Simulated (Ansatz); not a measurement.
# Au: the cost of one run

Computed with Ansatz 0.2.0 (DFT PBEsol, scalar-relativistic, plane waves, PAW, unless a step's input says otherwise).

## 1. The system as given

It takes space group Fm-3m (No. 225, cubic). Conventional cell: a = 4.080 Å, b = 4.080 Å, c = 4.080 Å, α = 90.00°, β = 90.00°, γ = 90.00°. Au (site symmetry m-3m) has 12 Au at 2.88 Å as nearest neighbours.

As a file:

```
CELL_PARAMETERS angstrom
0.00000 2.04000 2.04000
2.04000 0.00000 2.04000
2.04000 2.04000 0.00000
ATOMIC_POSITIONS crystal
Au 0.00000 0.00000 0.00000
```

(A quick probe on a coarse mesh, which set the mesh and smearing, is not shown.)

## 3. Full relaxation

Contents of input.yaml:

```yaml
crystal:
  lattice:
    - [0.0, 2.0399988786, 2.0399988786]
    - [2.0399988786, 0.0, 2.0399988786]
    - [2.0399988786, 2.0399988786, 0.0]
  atoms:
    - { symbol: Au, position: [0.0, 0.0, 0.0] }
basis:
  ecutwfc: 420
kpoints:
  mp_grid: { grid: [18, 18, 18] }
hamiltonian:
  xc: pbesol
scf:
  occupations: { method: gaussian, width: 0.1 }
output:
  forces: true
  stress: true
  eigenvalues: true
  write_density: true
  write_potential: true
  elf: true
  volumetric_format: npy
relax:
  adjacent_minimum: "off"
  f_tol: 0.005
  max_steps: 80
  cell: { stress_tol: 0.05 }
```

Launch:

```
$ ansatz run input.yaml --threads 2 --pin off --max-ram 5632MiB --backend cpu --events-out ev --progress --plain --runs-dir out
```

Q: Estimate wall time and peak memory on 2 threads of Arm Neoverse V1, shared host.

About 5.8 s, with a peak of 0.32 GiB.
